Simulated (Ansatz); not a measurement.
# AlAsH₃ (doublet): the correlation ladder at a displaced geometry (v1), cc-pVDZ

The task here is to estimate one member of a computed series from the others.

Computed with Ansatz 0.2.0, Gaussian basis. Level: cc-pVDZ, core rule «outside noble gas», up to 19 orbitals frozen.

Plan: UHF; CCSD(T) on ROHF; CCSD(T) on UHF; BCCD(T) on ROHF; CISD; CCSDT(Q) on ROHF; CCSDT(Q) on UHF.

24 further runs of the same task are left out: 3 for a known fault of the program, 9 that didn't finish, 12 set aside as unsound or not needed.

**What is computed**

The geometry is a PBE0/def2-TZVP stationary point (not a proven minimum) with its atoms shifted at random (size 0.040 Å). No spin-orbit coupling is included. The filled d shell of As may be among the frozen orbitals whatever the setting's name suggests; the logs give the count.

5 atoms, charge 0, spin multiplicity 2.

Atoms are counted from 1 here; the program's logs count them from 0.

Bond lengths: Al1–As2 2.452 Å, Al1–H3 1.599 Å, Al1–H4 1.594 Å, As2–H5 1.548 Å. Angles: As2–Al1–H3 119.8°, As2–Al1–H4 116.4°, H3–Al1–H4 123.8°, Al1–As2–H5 93.0°.

The first run:

The input, in.yaml:

```yaml
crystal:
  periodic: [false, false, false]
  atoms:
    - {symbol: Al, position_ang: [0.001618, 0.031797, 1.760208]}
    - {symbol: As, position_ang: [0.000785, -0.032566, -0.690561]}
    - {symbol: H, position_ang: [0.048749, 1.438295, 2.518799]}
    - {symbol: H, position_ang: [-0.054028, -1.376116, 2.505367]}
    - {symbol: H, position_ang: [-0.096412, 1.507338, -0.812769]}
basis:
  gaussian: {orbitals: cc-pVDZ}
magnetization: {spin_polarized: true, initial_magnetization: 1}
hamiltonian: {xc: hf}
output: {orbitals: {seedname: orbitals}}
```

Command:

```
> ansatz run in.yaml --threads 1 --pin off --events-out ev --progress --plain --max-ram 2393MiB
```

Among the steps run: UHF; CCSD(T) on ROHF; CCSD(T) on UHF; BCCD(T) on ROHF; CISD; CCSDT(Q) on ROHF; CCSDT(Q) on UHF.

One of the session's tables, all rows but one given; the rest of the session is left out.

```
   method  from UCCSDT(Q) (meV)
     ROHF               +5500.0
      UHF               +5410.0
     RMP2               +1172.2
     UMP2               +1182.7
     CISD                +582.1
    RCCSD                     ?
    UCCSD                +158.6
 RCCSD(T)                 +35.8
 UCCSD(T)                 +33.7
  BCCD(T)                 +35.4
   RCCSDT                  +8.9
   UCCSDT                  +6.6
RCCSDT(Q)                  +2.4
UCCSDT(Q)                     0
```

Q: Estimate the row for RCCSD from the others.

As computed: from UCCSDT(Q) (meV): +162.9. In the column «from UCCSDT(Q) (meV)» it lies between UCCSD (+158.6) and CISD (+582.1).

Limits of these values: Restricted and unrestricted rows rest on different reference determinants; where their highest levels disagree by more than a few hundredths of an eV, they describe different states and don't form one ladder.
